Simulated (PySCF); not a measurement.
# C4H3BF2O: the cost of one run

The runs use PySCF 2.14.0, with density-fitted response routines of our own; the level of theory stands in each step. All values are computed, except where a source is named. Atoms are numbered from 0 throughout.

## (1) The starting structure

11 atoms, charge 0, multiplicity 1; geometry from: GFN2-xTB. The atoms were then displaced at random by about 0.01 Å, so the start is not that level's minimum.

Bonds of the start (Å): F0–B1 1.35, B1–F2 1.31, B1–C3 1.50, C3–C4 1.41, C4–C5 1.41, C5–C6 1.36, C6–O7 1.34, O7–C3 1.37, C4–H8 1.08, C5–H9 1.07, C6–H10 1.08.

## (2) Geometry optimisation at PBE0-D3(BJ)/def2-SVP

What the job is given:

```
{"job": {"xc": "PBE0", "basis": "def2-SVP", "d3": "d3bj", "grid": 1, "shake": 0.01, "kind": "geom"}, "charge": 0, "multiplicity": 1}
F      2.794920    -0.833320     0.680710
B      2.085390     0.163140     0.100720
F      2.807660     1.159570    -0.358550
C      0.595260     0.112350    -0.011320
C     -0.325240    -0.869530     0.409880
C     -1.615620    -0.421540     0.070050
C     -1.425670     0.779040    -0.544210
O     -0.133190     1.115030    -0.602040
H     -0.056060    -1.765080     0.940730
H     -2.541890    -0.932770     0.260290
H     -2.147450     1.467280    -0.961930
```

Started as:

```sh
$ OMP_NUM_THREADS=1 python probes_run.py task.json out
```

This one command runs all jobs of the session in turn.

Q: Estimate the wall time and peak memory of this first job on 1 thread of Arm Neoverse V1, shared host.

About 64 s, with a peak of 0.52 GiB.
